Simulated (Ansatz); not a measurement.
# C2H7IO2Si: one species, many methods

The task here is to estimate one member of a computed series from the others.

The runs use Ansatz 0.2.0, Gaussian basis; functionals in def2-TZVPP, the program's frozen cores in correlated methods.

Levels to be run: PBE-D4, r2SCAN-D4, PBE0-D4, B3LYP-D4, ωB97X-V, ωB97M-V, B2PLYP; CCSD(T)/def2-TZVPP; MP2/def2-QZVPP; extrapolation to the limit.

## The geometry

All runs share one geometry, relaxed beforehand with PBE0-D4 in a triple-zeta def2 set. I takes the def2 core potential; no spin-orbit term is included.

SMILES `CO[SiH](I)OC`, 13 atoms, charge 0, spin multiplicity 1.

Atoms are counted from 1 here; the program's logs count them from 0.

Bond lengths: C1–O2 1.411 Å, C1–H7 1.095 Å, C1–H8 1.094 Å, C1–H9 1.090 Å, O2–Si3 1.624 Å, Si3–I4 2.459 Å, Si3–O5 1.615 Å, Si3–H10 1.474 Å, O5–C6 1.414 Å, C6–H11 1.093 Å, C6–H12 1.090 Å, C6–H13 1.094 Å. Angles: O2–C1–H7 111.2°, O2–C1–H8 111.0°, O2–C1–H9 107.9°, H7–C1–H8 108.9°, H7–C1–H9 108.7°, H8–C1–H9 109.0°, C1–O2–Si3 127.5°, O2–Si3–I4 108.2°, O2–Si3–O5 109.2°, O2–Si3–H10 113.3°, I4–Si3–O5 110.6°, I4–Si3–H10 108.1°, O5–Si3–H10 107.4°, Si3–O5–C6 126.1°, O5–C6–H11 111.0°, O5–C6–H12 107.8°, O5–C6–H13 110.9°, H11–C6–H12 109.1° and more.

As a file:

```
atom    x (Å)    y (Å)    z (Å)
  C1  -0.1635   0.4852  -2.2705
  O2  -0.1246   0.6397  -0.8690
 Si3   0.9541   0.0049   0.1651
  I4   1.1121  -2.4091  -0.2741
  O5   0.4620   0.2762   1.6791
  C6  -0.7596  -0.1523   2.2471
  H7   0.7233   0.9203  -2.7420
  H8  -0.2292  -0.5714  -2.5469
  H9  -1.0476   1.0050  -2.6408
 H10   2.3026   0.5840   0.0291
 H11  -1.6110   0.2887   1.7221
 H12  -0.7745   0.1717   3.2878
 H13  -0.8440  -1.2428   2.2131
```

Set-up of the first run:

Contents of in.yaml:

```yaml
crystal:
  periodic: [false, false, false]
  atoms:
    - {symbol: C, position_ang: [-0.163547, 0.485222, -2.270515]}
    - {symbol: O, position_ang: [-0.124589, 0.639715, -0.869029]}
    - {symbol: Si, position_ang: [0.954106, 0.004883, 0.165092]}
    - {symbol: I, position_ang: [1.112135, -2.409118, -0.274067]}
    - {symbol: O, position_ang: [0.461963, 0.276245, 1.679078]}
    - {symbol: C, position_ang: [-0.759627, -0.152329, 2.247053]}
    - {symbol: H, position_ang: [0.723289, 0.920293, -2.741972]}
    - {symbol: H, position_ang: [-0.229209, -0.571438, -2.546893]}
    - {symbol: H, position_ang: [-1.047644, 1.004994, -2.640796]}
    - {symbol: H, position_ang: [2.302592, 0.583977, 0.029055]}
    - {symbol: H, position_ang: [-1.610951, 0.288694, 1.722055]}
    - {symbol: H, position_ang: [-0.774546, 0.171661, 3.287843]}
    - {symbol: H, position_ang: [-0.843981, -1.242800, 2.213086]}
basis:
  gaussian: {orbitals: def2-TZVPP}
hamiltonian: {xc: pbe, dispersion: d4}
output: {forces: true, orbitals: {seedname: orbitals}}
```

Run with:

```bash
> ansatz run in.yaml --threads 2 --pin off --events-out ev --progress --plain --max-ram 22528MiB --backend cuda --devices 0, --max-vram 18GiB
```

Among the steps run: PBE-D4 (GGA); r2SCAN-D4 (meta-GGA); PBE0-D4 (hybrid); B3LYP-D4 (hybrid); ωB97X-V (range-separated); ωB97M-V (range-separated); B2PLYP (double hybrid); CCSD(T) in def2-TZVPP; MP2 in def2-QZVPP.

One of the session's tables, all rows but one given; the rest of the session is left out.

```
            method  atomisation energy (kcal/mol)
            PBE-D4                         1176.4
         r2SCAN-D4                         1161.4
           PBE0-D4                         1156.1
          B3LYP-D4                         1156.3
           ωB97X-V                         1161.7
           ωB97M-V                         1160.6
            B2PLYP                         1145.2
     HF/def2-TZVPP                          842.8
    MP2/def2-TZVPP                         1153.7
   CCSD/def2-TZVPP                         1113.1
CCSD(T)/def2-TZVPP                         1130.2
           MP2/CBS                              ?
       CCSD(T)/CBS                         1164.1
```

Estimate the missing values for MP2/CBS.

**Answer.** atomisation energy (kcal/mol): 1187.5. In the column «atomisation energy (kcal/mol)» it is the highest.

To keep in mind: Free atoms (2 C, 2 O, 1 Si, 1 I, 7 H) were run apart at each level; the atomisation energy is their sum less the molecule, without zero-point or spin-orbit terms.
